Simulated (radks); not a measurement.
# Gd²⁺ in [Kr] 4d10 4f7 5s1.75 5p6 5d1 6d0.25: an all-electron calculation

The task here is to estimate one member of a computed series from the others.

Method: scalar-relativistic Kohn-Sham, LDA (Slater exchange, VWN5 correlation), spin-unpolarised, spherical densities, finite nucleus. Code: radks (a radial shooting solver on a logarithmic mesh, Libxc functionals) version 1.

**The atom as given**

```
element            : gadolinium (Z = 64)
charge             : +2
electrons          : 62
configuration      : [Kr] 4d10 4f7 5s1.75 5p6 5d1 6d0.25
nuclear rms radius : 5.1569 fm
```

Set-up of the first run:

Input:

```text
Z 64
configuration [Kr] 4d10 4f7 5s1.75 5p6 5d1 6d0.25 6s0 6p0 5f0 7d0
relativity scalar-relativistic
functional lda,vwn5
spin unpolarised
nucleus finite rms 5.1569 fm
c 137.035999084
```

The run is started by

```console
python run_ks.py task.json out
```

The same process makes all the runs of this session.

Steps of the session up to this table: Self-consistent calculation.

One table of the session follows, with a row left open; its other results are not shown here.

It belongs to the step «Shells». From the orbitals of this run (lengths in bohr):

```
level      <r>  outermost maximum (interpolated)  90 % within  nodes
   1s  0.02192                            0.0139       0.0397      0
   2s  0.09335                            0.0791        0.144      1
   2p  0.08239                            0.0640        0.134      0
   3s   0.2447                             0.224        0.359      2
   3p   0.2432                             0.220        0.364      1
   3d   0.2213                             0.180        0.345      0
   4s   0.5532                             0.516        0.795      3
   4p   0.5855                             0.538        0.852      2
   4d   0.6362                             0.559        0.956      1
   5s    1.325                              1.19         1.91      4
   5p        ?                                 ?            ?      ?
   4f   0.8538                             0.566         1.46      0
   5d    2.293                              1.85         3.50      2
   6s    3.317                              2.98         4.76      5
   6p    4.093                              3.66         5.90      4
   6d    6.168                              5.78         8.80      3
   5f    6.388                              5.75         9.36      1
   7d    10.80                              11.1         15.2      4
```

**Question.** Estimate the row for 5p.

The run gave: <r>: 1.541; outermost maximum (interpolated): 1.35; 90 % within: 2.25; nodes: 3. In the column «<r>» it lies between 5s (1.325) and 5d (2.293).
